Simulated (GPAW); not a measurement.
# Ba2Tl5V3O12 (P1) in GPAW: band structure with PBE

Aim: the band structure of Ba2Tl5V3O12 with PBE.

All numbers are computed with GPAW 26.7.0; they aren't measurements. Logs are shortened: lines on timing, memory, paths and dates and some standing lists are left out, and cuts for length are marked. The log counts tension as positive stress, the text compression.

**1. The crystal as given**

The typed cell holds 22 atoms: a = 6.653 Å, b = 8.840 Å, c = 9.892 Å, α = 71.07°, β = 73.99°, γ = 70.69°.

The cell was built by a generator and needn't be a form met in nature.

**2. Band structure, PBE, collinear spin, ferromagnetic start**

run.py reads:

```python
from ase import Atoms
from ase.dft.bandgap import bandgap
from ase.io import write
from ase.units import GPa
from ase.parallel import parprint
from gpaw import GPAW, PW

atoms = Atoms(['Ba', 'Ba', 'V', 'V', 'V', 'Tl', 'Tl', 'Tl', 'Tl', 'Tl', 'O', 'O', 'O', 'O', 'O', 'O', 'O', 'O', 'O', 'O', 'O', 'O'],
              cell=[[6.65272, 0.04946, 0.02017],
                    [2.8607, 8.36464, 0.00384],
                    [2.68279, 2.46936, 9.19569]],
              scaled_positions=[[0.80419, 0.04665, 0.02264],
                                [0.21205, 0.95157, 0.34012],
                                [0.7454, 0.70796, 0.33582],
                                [0.25963, 0.26599, 0.03225],
                                [0.04074, 0.07695, 0.66106],
                                [0.25636, 0.39847, 0.35003],
                                [0.58966, 0.34866, 0.60553],
                                [0.57327, 0.88069, 0.66842],
                                [0.74552, 0.49664, 0.11648],
                                [0.11891, 0.64206, 0.74303],
                                [0.28433, 0.09717, 0.54175],
                                [0.8535, 0.49575, 0.34386],
                                [0.40255, 0.20448, 0.17282],
                                [0.88414, 0.05377, 0.55967],
                                [0.14017, 0.47956, 0.98899],
                                [0.54627, 0.73631, 0.48712],
                                [0.90594, 0.24279, 0.73262],
                                [0.61543, 0.80058, 0.18857],
                                [0.05538, 0.16451, 0.10164],
                                [0.08209, 0.90404, 0.80708],
                                [0.44178, 0.20123, 0.89187],
                                [0.94269, 0.80417, 0.30862]],
              pbc=True)
atoms.set_initial_magnetic_moments([0.0, 0.0, 2.0, 2.0, 2.0, 0.0, 0.0, 0.0, 0.0, 0.0, 0.0, 0.0, 0.0, 0.0, 0.0, 0.0, 0.0, 0.0, 0.0, 0.0, 0.0, 0.0])

calc = GPAW(mode=PW(800),
            xc='PBE',
            kpts={'size': (3, 3, 2), 'gamma': True},
            occupations={'name': 'fermi-dirac', 'width': 0.05},
            nbands=153,
            convergence={'density': 1e-05, 'energy': 1e-05},
            maxiter=150,
            txt='gpaw.txt')
atoms.calc = calc
energy = atoms.get_potential_energy()
forces = atoms.get_forces()
stress = atoms.get_stress()
calc.write('gs.gpw')
write('result.traj', atoms)
parprint(f'Energy: {energy:.6f} eV')
parprint('Forces (eV/A):')
parprint(forces.round(4))
parprint('Stress (GPa):', (stress / GPa).round(3))
parprint('Moments:', calc.get_magnetic_moments().round(3))
parprint('Fermi level:', round(calc.get_fermi_level(), 4), 'eV')
parprint(f'Gap: {bandgap(calc)[0]:.4f} eV, direct: {bandgap(calc, direct=True)[0]:.4f} eV')

path = atoms.cell.bandpath('XGY,LGZ,NGM,RG', npoints=80, eps=1e-4)
bs_calc = calc.fixed_density(kpts=path, symmetry='off', nbands=238,
                             convergence={'bands': 'CBM+6.0', 'eigenstates': 1e-6}, txt='bands.txt')
bs = bs_calc.band_structure()
bs.write('bs.json')
parprint(f'Gap on the path: {bandgap(bs_calc)[0]:.4f} eV')
```

Potentials or basis: GPAW PAW data sets (gpaw-data 1.2.1), pw.

Command:

```console
$ OMP_NUM_THREADS=1 mpirun -n 4 gpaw python run.py
```

gpaw.txt:

```text
__  _  _
 | _ |_)|_||  |
 |__||  | ||/\| - 26.7.0

Input parameters:
  mode=PW(ecut=800.0),
  convergence={'density': 1e-05, 'energy': 1e-05},
  kpts=MonkhorstPack(size=(3, 3, 2), gamma=True),
  maxiter=150,
  nbands=153,
  occupations=Occupations(name='fermi-dirac', width=0.05),
  xc=XC(name='PBE')

Diagonalizing LCAO Hamiltonian
Converting LCAO to pw mode

                    O  O

                    TO       Tl

                            O
                       Tl O
           V          Ba
              O         O  V    O
                Tl       O O

                       Tl
               O
        O   V
                  Ba

Atoms  # Å, Bohr magnetons
|    | symbol |        x |        y |        z |    initial magnetic moments |
|----|--------|----------|----------|----------|-----------------------------|
|  0 |     Ba | 5.544241 | 0.485892 | 0.224590 | ( 0.0000,  0.0000,  0.0000) |
|  1 |     Ba | 5.045336 | 8.809907 | 3.135569 | ( 0.0000,  0.0000,  0.0000) |
|  2 |      V | 7.885133 | 6.787958 | 3.105850 | ( 0.0000,  0.0000,  2.0000) |
|  3 |      V | 2.574683 | 2.317389 | 0.302819 | ( 0.0000,  0.0000,  2.0000) |
|  4 |      V | 2.264648 | 2.278069 | 6.080020 | ( 0.0000,  0.0000,  2.0000) |
|  5 |     Tl | 3.784451 | 4.210088 | 3.225468 | ( 0.0000,  0.0000,  0.0000) |
[... 14 lines left out ...]
| 20 |      O | 5.907397 | 3.907415 | 8.211043 | ( 0.0000,  0.0000,  0.0000) |
| 21 |      O | 9.399904 | 7.535312 | 2.860076 | ( 0.0000,  0.0000,  0.0000) |

Unit cell  # Å
| periodic |        x |        y |        z |  lengths |    angles |
|----------|----------|----------|----------|----------|-----------|
|      yes | 6.652720 | 0.049460 | 0.020170 | 6.652934 | 71.073211 |
|      yes | 2.860700 | 8.364640 | 0.003840 | 8.840295 | 73.986274 |
|      yes | 2.682790 | 2.469360 | 9.195690 | 9.892210 | 70.693408 |

Number of symmetries: 1
Symmetry operations  # r_c * U_cc + t_c -> r_c
|   | kind |            matrix            |
|---|------|------------------------------|
| 0 |  E   |  1, 0, 0,  0, 1, 0,  0, 0, 1 |

BZ-sampling:
  Number of BZ points: 18
  Number of IBZ points: 10

  Monkhorst-Pack size: [3, 3, 2]
  Monkhorst-Pack shift: [0.0, 0.0, 0.25]

K-points  # in reciprocal-cell coordinates
|   |                                coordinates |     weight |
|---|--------------------------------------------|------------|
| 0 | (  0.00000000,   0.00000000,   0.00000000) | 0.05555556 |
| 1 | (  0.00000000,   0.00000000,   0.50000000) | 0.05555556 |
| 2 | (  0.00000000,   0.33333333,   0.00000000) | 0.11111111 |
| 3 | (  0.00000000,   0.33333333,   0.50000000) | 0.11111111 |
| 4 | (  0.33333333,  -0.33333333,   0.00000000) | 0.11111111 |
| 5 | (  0.33333333,  -0.33333333,   0.50000000) | 0.11111111 |
| 6 | (  0.33333333,   0.00000000,   0.00000000) | 0.11111111 |
| 7 | (  0.33333333,   0.00000000,   0.50000000) | 0.11111111 |
| 8 | (  0.33333333,   0.33333333,   0.00000000) | 0.11111111 |
| 9 | (  0.33333333,   0.33333333,   0.50000000) | 0.11111111 |

Plane wave coefficients: 26226
[... 143 lines left out ...]
    width: 0.0500  # eV

poisson solver:
  ecut: 6400.0  # eV

xc functional:
  name: PBE with 2 nearest neighbor stencil

convergence criteria:
- Maximum integral of absolute [dens]ity change: 1e-05 electrons / valence electron
- Maximum [total energy] change in last 3 cyles: 1e-05 eV / valence electron
- Maximum integral of absolute [eigenst]ate change: 4e-08 eV^2 / valence electron
maximum number of iterations: 150

SCF iterations
|iter     | |      energy | eigst |  dens |  magmom |
|---------|-|-------------|-------|-------|---------|
|iter:   1| | -170.517695 | +0.59 |       |  +6.0166|
|iter:   2| | -162.521713 | -0.48 | -0.81 |  +5.7158|
|iter:   3| | -147.992923 | -0.11 | -0.88 |  +3.7071|
|iter:   4| | -148.400957 | -1.12 | -1.28 |  +2.2100|
|iter:   5| | -148.485287 | -1.70 | -1.44 |  +1.2193|
|iter:   6| | -148.754395 | -1.96 | -1.70 |  +0.2418|
|iter:   7| | -148.537109 | -2.43 | -1.88 |  +0.0801|
|iter:   8| | -148.561094 | -2.75 | -2.21 |  -0.0414|
|iter:   9| | -148.551467 | -3.18 | -2.35 |  -0.0774|
|iter:  10| | -148.555755 | -3.77 | -2.63 |  -0.0400|
|iter:  11| | -148.553916 | -4.20 | -2.76 |  -0.0225|
|iter:  12| | -148.553932c| -4.69 | -3.10 |  -0.0067|
|iter:  13| | -148.553964c| -5.05 | -3.40 |  -0.0014|
|iter:  14| | -148.553928c| -5.43 | -3.58 |  +0.0008|
|iter:  15| | -148.553932c| -6.09 | -3.94 |  +0.0015|
|iter:  16| | -148.553932c| -6.68 | -4.25 |  +0.0015|
|iter:  17| | -148.553931c| -7.37 | -4.35 |  +0.0007|
|iter:  18| | -148.553931c| -7.54c| -4.71 |  +0.0001|
|iter:  19| | -148.553931c| -7.44c| -5.09c|  +0.0001|

Converged in 19 steps
Energy contributions relative to reference atoms: (reference = -3294732.300680)

Energy contributions:
  Kinetic:         147.606273
  Coulomb:        -170.757816
  Zero:              2.889760
  External:          0.000000
  Xc:             -128.292148
  Entropy:          -0.000000
  Spinorbit:         0.000000
  ----------------------------
  Free energy:    -148.553931
  Extrapolated:   -148.553931

dipole moment: (-34.426027, -20.290834, -40.910431)  # |e|*Ang

Total magnetic moment: (0.000000, 0.000000, 0.000083)

Local magnetic moments
|        x |        y |         z |
|----------|----------|-----------|
| 0.000000 | 0.000000 |  0.000001 |  # Ba   0
| 0.000000 | 0.000000 |  0.000001 |  # Ba   1
| 0.000000 | 0.000000 | -0.000051 |  # V    2
| 0.000000 | 0.000000 | -0.000061 |  # V    3
| 0.000000 | 0.000000 | -0.000039 |  # V    4
| 0.000000 | 0.000000 | -0.000001 |  # Tl   5
[... 14 lines left out ...]
| 0.000000 | 0.000000 | -0.000028 |  # O   20
| 0.000000 | 0.000000 | -0.000016 |  # O   21

Fermi level: 3.041
Eigenvalues  # (at kpt = [0.000, 0.000, 0.000])
| band index |      eig [eV] | occ [0-1] |      eig [eV] | occ [0-1] |
|------------|---------------|-----------|---------------|-----------|
|          0 |       -61.732 |     1.000 |       -61.732 |     1.000 |
|        ... |               |           |               |           |
|         90 |         1.043 |     1.000 |         1.043 |     1.000 |
|         91 |         1.075 |     1.000 |         1.074 |     1.000 |
|         92 |         1.119 |     1.000 |         1.119 |     1.000 |
|         93 |         1.179 |     1.000 |         1.179 |     1.000 |
|         94 |         1.266 |     1.000 |         1.266 |     1.000 |
|         95 |         1.318 |     1.000 |         1.318 |     1.000 |
[... 8 lines left out ...]
|        104 |         5.624 |     0.000 |         5.624 |     0.000 |
|        105 |         5.758 |     0.000 |         5.758 |     0.000 |
|        ... |               |           |               |           |
|        152 |        14.301 |     0.000 |        14.301 |     0.000 |

Gap: 2.876 eV
Transition (v -> c):
  (s=0, k=0, n=97, [0.00, 0.00, 0.00]) -> (s=1, k=6, n=98, [0.33, 0.00, 0.00])
Direct/indirect transitions are different
Direct gap: 2.996 eV
Transition at: (s=0->1, k=2, n=97, [0.00, 0.33, 0.00])

Forces  # eV/Ang
|        x |        y |        z |
|----------|----------|----------|
|  0.00548 | -0.01020 |  0.01198 |  # Ba   0
| -0.00154 | -0.02020 |  0.02915 |  # Ba   1
|  0.05492 |  0.02939 |  0.01220 |  # V    2
| -0.01402 | -0.01671 | -0.05093 |  # V    3
| -0.00349 |  0.02784 |  0.00822 |  # V    4
| -0.00692 | -0.00828 | -0.00452 |  # Tl   5
[... 14 lines left out ...]
|  0.00923 | -0.03595 | -0.09509 |  # O   20
|  0.04441 |  0.01569 | -0.01349 |  # O   21

Stress tensor  # eV/Ang^3
|         x |         y |         z |
|-----------|-----------|-----------|
| -0.002063 | -0.000073 |  0.000084 |
| -0.000073 | -0.001812 |  0.000165 |
|  0.000084 |  0.000165 | -0.001948 |

# Writing to gs.gpw (mode='')
```

Run time: 2 h. Hardware: 4 MPI ranks of AMD EPYC 7R43 (Zen 3), shared host; peak memory 5.8 GiB.

Results:

```yaml
Free_energy: -148.5539 eV
Pressure: 0.3 GPa
Largest_force: 0.181 eV/Å
Band_gap_on_the_k_mesh: 2.88 eV, indirect (least direct gap 3.00 eV)
Band_gap_along_the_path: 2.86 eV, indirect (least direct gap 2.97 eV)
Net_moment: 0.00 μB per cell
```

Forces in eV/Å, atoms in the order of the input:
```
Ba   0.005 -0.010  0.012
Ba  -0.002 -0.020  0.029
V    0.055  0.029  0.012
V   -0.014 -0.017 -0.051
V   -0.003  0.028  0.008
Tl  -0.007 -0.008 -0.005
Tl   0.016 -0.008  0.011
Tl  -0.017 -0.001 -0.030
Tl   0.026  0.011  0.016
Tl   0.009  0.006  0.041
O    0.137 -0.006 -0.069
O    0.020 -0.180 -0.006
O    0.102  0.041  0.112
O   -0.133 -0.008 -0.037
O   -0.046  0.155 -0.060
O   -0.026  0.044  0.138
O   -0.035  0.116  0.004
O   -0.090 -0.022 -0.110
O   -0.072  0.004  0.019
O    0.021 -0.134  0.074
O    0.009 -0.036 -0.095
O    0.044  0.016 -0.013
```

Levels at the corners of the path, in eV from the valence-band top:
Spin up:
| point | band 95 | band 96 | band 97 | band 98 | band 99 | band 100 | band 101 | band 102 |
| --- | --- | --- | --- | --- | --- | --- | --- | --- |
| X | -0.64 | -0.43 | -0.40 | -0.17 | 3.07 | 3.30 | 3.41 | 3.54 |
| Γ | -0.66 | -0.61 | -0.34 | 0.00 | 3.08 | 3.36 | 3.40 | 3.51 |
| Y | -0.65 | -0.51 | -0.37 | -0.22 | 2.90 | 3.31 | 3.44 | 3.47 |
| L | -0.62 | -0.49 | -0.41 | -0.20 | 2.95 | 3.32 | 3.41 | 3.44 |
| Γ | -0.66 | -0.61 | -0.34 | 0.00 | 3.08 | 3.36 | 3.40 | 3.51 |
| Z | -0.66 | -0.62 | -0.32 | -0.02 | 2.95 | 3.29 | 3.40 | 3.48 |
| N | -0.66 | -0.57 | -0.34 | -0.15 | 2.89 | 3.36 | 3.39 | 3.47 |
| Γ | -0.66 | -0.61 | -0.34 | 0.00 | 3.08 | 3.36 | 3.40 | 3.51 |
| M | -0.61 | -0.44 | -0.42 | -0.16 | 2.86 | 3.21 | 3.29 | 3.50 |
| R | -0.60 | -0.49 | -0.44 | -0.09 | 3.17 | 3.23 | 3.29 | 3.37 |
| Γ | -0.66 | -0.61 | -0.34 | 0.00 | 3.08 | 3.36 | 3.40 | 3.51 |
Spin down:
| point | band 94 | band 95 | band 96 | band 97 | band 98 | band 99 | band 100 | band 101 | band 102 | band 103 |
| --- | --- | --- | --- | --- | --- | --- | --- | --- | --- | --- |
| X | -0.73 | -0.64 | -0.43 | -0.40 | -0.17 | 3.07 | 3.30 | 3.41 | 3.54 | 3.55 |
| Γ | -0.75 | -0.66 | -0.61 | -0.34 | 0.00 | 3.08 | 3.36 | 3.40 | 3.51 | 3.56 |
| Y | -0.78 | -0.65 | -0.51 | -0.37 | -0.22 | 2.90 | 3.31 | 3.44 | 3.46 | 3.52 |
| L | -0.77 | -0.62 | -0.49 | -0.41 | -0.20 | 2.95 | 3.32 | 3.41 | 3.44 | 3.51 |
| Γ | -0.75 | -0.66 | -0.61 | -0.34 | 0.00 | 3.08 | 3.36 | 3.40 | 3.51 | 3.56 |
| Z | -0.73 | -0.66 | -0.62 | -0.32 | -0.02 | 2.95 | 3.29 | 3.40 | 3.48 | 3.50 |
| N | -0.73 | -0.66 | -0.57 | -0.34 | -0.15 | 2.89 | 3.36 | 3.39 | 3.47 | 3.49 |
| Γ | -0.75 | -0.66 | -0.61 | -0.34 | 0.00 | 3.08 | 3.36 | 3.40 | 3.51 | 3.56 |
| M | -0.74 | -0.61 | -0.44 | -0.42 | -0.16 | 2.86 | 3.21 | 3.29 | 3.50 | 3.60 |
| R | -0.74 | -0.60 | -0.49 | -0.44 | -0.09 | 3.17 | 3.23 | 3.29 | 3.37 | 3.50 |
| Γ | -0.75 | -0.66 | -0.61 | -0.34 | 0.00 | 3.08 | 3.36 | 3.40 | 3.51 | 3.56 |

Caveat: spin-orbit coupling is left out, which as a rule narrows the gap of such compounds by several tenths of an eV. Expect the measured gap to be larger: semilocal functionals such as PBE lack the derivative discontinuity.
